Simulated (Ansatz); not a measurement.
Run this with Ansatz 0.2.0 through its Python package and show what comes out.

The script, `run_edit.py`:
```python
"""Editing single keys of the input for Zn3Ag."""

import ansatz as az

lattice = az.Lattice.of(
    (2.847009, 0.0, 0.0),
    (-1.423505, 2.465582, 0.0),
    (0.0, 0.0, 8.558412),
)
sites = [
    ("Zn", (2 / 3, 1 / 3, 0.5)),
    ("Zn", (1 / 3, 2 / 3, 0.256796)),
    ("Zn", (1 / 3, 2 / 3, 0.743204)),
    ("Ag", (2 / 3, 1 / 3, 0.0)),
]
cell = az.Crystal(lattice=lattice)
for symbol, position in sites:
    cell = cell.atom(symbol, position)

calculation = (
    cell.calculation()
    .functional("pbesol")
    .occupations(az.OccupationsMethod.FERMI_DIRAC, width=0.05)  # smearing steadies the SCF of a metal
    .kpoints(spacing=0.29)  # sampling of the Brillouin zone
    .pseudopotentials("paw")
    .band_table()  # levels at the mesh points
)
typed = calculation.input()
rows = []
for value in [0.0001, 1e-06, 1e-08]:
    edited = typed.set(az.key.scf.convergence.dr2_threshold, value)
    report = az.Session.from_dict(edited).plan().execute().report
    rows.append((value, report["free_energy_ev"], report["n_iterations"], len(report["eigenvalues_ev"][0]) if "eigenvalues_ev" in report else 0))
lines = [",".join(["threshold eV", "F eV", "iterations", "bands listed"])] + [",".join(f"{v:.4f}" if isinstance(v, float) else str(v) for v in row) for row in rows]
print("\n".join(lines))
with open("edit.csv", "w") as handle:
    handle.write("\n".join(lines) + "\n")
```

```console
$ python run_edit.py
DeckWarning: basis.ecutwfc = 420 eV, auto-derived from the records' recommended cutoffs: set by Zn (normal level)
threshold eV,F eV,iterations,bands listed
0.0001,-17365.1268,6,33
0.0000,-17365.1268,6,33
0.0000,-17365.1268,9,33
```
(Warnings from the package without file and line, repeats left out.)

Notes:
- Total energies depend on the potentials; only differences at equal settings carry meaning. A total without «per atom» is that of the cell as typed.
- For a metal this k-point mesh is coarse: on a finer one energies can move by several to tens of meV an atom and pressures by half a GPa or more, differences at one mesh by less.
- The structure comes from a database of computed cells and needn't be a stable or known phase.
- Finished in 15 s on 1 thread of Arm Neoverse V1, with other jobs on the host, peak memory 0.37 GiB.
